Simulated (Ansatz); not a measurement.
# Sn3Bi: the cost of one run

Program: Ansatz 0.2.0. Level of theory: DFT PBEsol, scalar-relativistic, plane waves, PAW. These are calculated values, not measurements.

1 further run of the same task is left out (set aside as unsound or not needed).

**1. The system as given**

It takes space group I4/mmm (No. 139, tetragonal). Conventional cell: a = 4.866 Å, b = 4.866 Å, c = 9.864 Å, α = 90.00°, β = 90.00°, γ = 90.00°. Sn (site symmetry 4/mmm) has 4 Bi at 3.44 Å and 8 Sn at 3.46 Å as nearest neighbours. Sn (site symmetry -4m2) is surrounded by 8 Sn at 3.44 to 3.46 Å and 4 Bi at 3.46 Å. Around Bi (site symmetry 4/mmm) lie 12 Sn at 3.44 to 3.46 Å.

Structure file:

```
CELL_PARAMETERS angstrom
-2.43278 2.43278 4.93202
2.43278 -2.43278 4.93202
2.43278 2.43278 -4.93202
ATOMIC_POSITIONS crystal
Sn 0.50000 0.50000 0.00000
Sn 0.25000 0.75000 0.50000
Sn 0.75000 0.25000 0.50000
Bi 0.00000 0.00000 0.00000
```

It goes back to an entry of the Materials Project, which need not be the stable form.

This cell was relaxed beforehand with the same method: volume 29.19 Å³/atom, gap on the mesh none (metal).

**2. Relaxing with PBEsol**

input.yaml reads:

```yaml
crystal:
  lattice:
    - [-2.4327764962, 2.4327764962, 4.932020547]
    - [2.4327764962, -2.4327764962, 4.932020547]
    - [2.4327764962, 2.4327764962, -4.932020547]
  atoms:
    - { symbol: Sn, position: [0.5, 0.5, 0.0] }
    - { symbol: Sn, position: [0.25, 0.75, 0.5] }
    - { symbol: Sn, position: [0.75, 0.25, 0.5] }
    - { symbol: Bi, position: [0.0, 0.0, 0.0] }
basis:
  ecutwfc: 420
kpoints:
  mp_grid: { grid: [12, 12, 12] }
hamiltonian:
  xc: pbesol
scf:
  occupations: { method: gaussian, width: 0.1 }
output:
  forces: true
  stress: true
  eigenvalues: true
relax:
  adjacent_minimum: "off"
  f_tol: 0.005
  max_steps: 50
  cell: { stress_tol: 0.05 }
```

On the command line:

```bash
$ ansatz run input.yaml --threads 1 --pin off --max-ram 2560MiB --backend cpu --events-out ev --progress --plain --runs-dir out
```

Q: Estimate wall time and peak memory on 1 thread of Intel Xeon at 2.70GHz, shared host.

About 3.4 min, with a peak of 0.8 GiB.
